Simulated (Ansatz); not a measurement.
**CH5O3V: one species, many methods**

One table from this session's results is given with a row withheld; the runs are named, their logs left out.

Method: functionals in def2-TZVPP, the program's frozen cores in correlated methods; program: Ansatz 0.2.0, Gaussian basis.

Plan: LDA (SPW92), PBE-D4, revPBE-D4, BLYP-D4, r2SCAN-D4, B97M-V, PBE0-D4, B3LYP-D4, r2SCANh-D4, r2SCAN0-D4, HSE06-D4, BHLYP-D4, CAM-B3LYP-D4, LC-ωPBE, ωB97X-V, ωB97M-V, B2PLYP, PBE-QIDH; CCSD(T)/def2-SVP; CCSD(T)/def2-TZVPP; MP2/def2-QZVPP; extrapolation to the limit; RPA on PBE.

## The relaxed structure

All runs share one geometry, relaxed beforehand with PBE0-D4 in a triple-zeta def2 set.

SMILES `[CH3][V](=[O])([OH])[OH]`, 10 atoms, charge 0, spin multiplicity 1.

Atoms are counted from 1 here; the program's logs count them from 0.

Bond lengths: C1–V2 2.013 Å, C1–H6 1.092 Å, C1–H7 1.093 Å, C1–H8 1.092 Å, V2–O3 1.554 Å, V2–O4 1.766 Å, V2–O5 1.766 Å, O4–H9 0.961 Å, O5–H10 0.961 Å. Angles: V2–C1–H6 108.4°, V2–C1–H7 109.6°, V2–C1–H8 108.4°, H6–C1–H7 110.2°, H6–C1–H8 109.9°, H7–C1–H8 110.2°, C1–V2–O3 104.7°, C1–V2–O4 105.5°, C1–V2–O5 105.5°, O3–V2–O4 110.7°, O3–V2–O5 110.7°, O4–V2–O5 118.5°, V2–O4–H9 122.5°, V2–O5–H10 122.5°.

Set-up of the first run:

Input file in.yaml:

```yaml
crystal:
  periodic: [false, false, false]
  atoms:
    - {symbol: C, position_ang: [-0.781994, -0.902718, -0.644751]}
    - {symbol: V, position_ang: [0.662050, 0.004588, 0.424178]}
    - {symbol: O, position_ang: [1.609047, -1.146966, 0.863624]}
    - {symbol: O, position_ang: [-0.157363, 0.708331, 1.821574]}
    - {symbol: O, position_ang: [1.477315, 1.087171, -0.708416]}
    - {symbol: H, position_ang: [-1.278639, -1.632289, -0.002513]}
    - {symbol: H, position_ang: [-1.500656, -0.158359, -0.997514]}
    - {symbol: H, position_ang: [-0.316223, -1.409058, -1.492147]}
    - {symbol: H, position_ang: [-0.711013, 1.491552, 1.756181]}
    - {symbol: H, position_ang: [1.080575, 1.906648, -1.017118]}
basis:
  gaussian: {orbitals: def2-TZVPP}
hamiltonian: {xc: lda}
output: {orbitals: {seedname: orbitals}}
```

Among the steps run: LDA; PBE-D4 (GGA); revPBE-D4 (GGA); BLYP-D4 (GGA); r2SCAN-D4 (meta-GGA); B97M-V (meta-GGA); PBE0-D4 (hybrid); B3LYP-D4 (hybrid); r2SCANh-D4 (hybrid); r2SCAN0-D4 (hybrid); HSE06-D4 (hybrid); BHLYP-D4 (hybrid); CAM-B3LYP-D4 (range-separated); LC-ωPBE-D4 (range-separated; the results give it without D4); ωB97X-V (range-separated); ωB97M-V (range-separated); B2PLYP (double hybrid); PBE-QIDH (double hybrid).

One table of the session follows, with a row left open; its other results are not shown here.

It belongs to the step «Orbital energies across the functionals». 

```
  functional  HOMO (eV)  LUMO (eV)  gap (eV)
 LDA (SPW92)      -7.24      -3.80      3.43
      PBE-D4      -7.06      -3.53      3.53
   revPBE-D4      -6.99      -3.44      3.55
     BLYP-D4      -6.96      -3.45      3.50
   r2SCAN-D4      -7.40      -3.47      3.94
      B97M-V      -7.50      -3.42      4.08
     PBE0-D4      -8.57      -2.45      6.12
    B3LYP-D4      -8.33      -2.76      5.56
  r2SCANh-D4      -7.96      -3.05      4.92
  r2SCAN0-D4          ?          ?         ?
    HSE06-D4      -8.16      -2.84      5.32
    BHLYP-D4      -9.99      -1.17      8.83
CAM-B3LYP-D4     -10.02      -1.29      8.73
     LC-ωPBE     -11.39      -0.08     11.31
     ωB97X-V     -11.03      -0.11     10.92
     ωB97M-V     -10.93      -0.10     10.83
```

**Question.** Estimate the row for r2SCAN0-D4.

Worked estimate for «HOMO (eV)». Against the share of exact exchange, r2SCAN-D4 (0, -7.40), r2SCANh-D4 (0.1, -7.96) give a slope of -5.60 per unit share; at 0.25 the line stands at -8.80.

**Answer.** HOMO (eV): -8.80; LUMO (eV): -2.39; gap (eV): 6.41. In «HOMO (eV)» the line misses by 0.00.
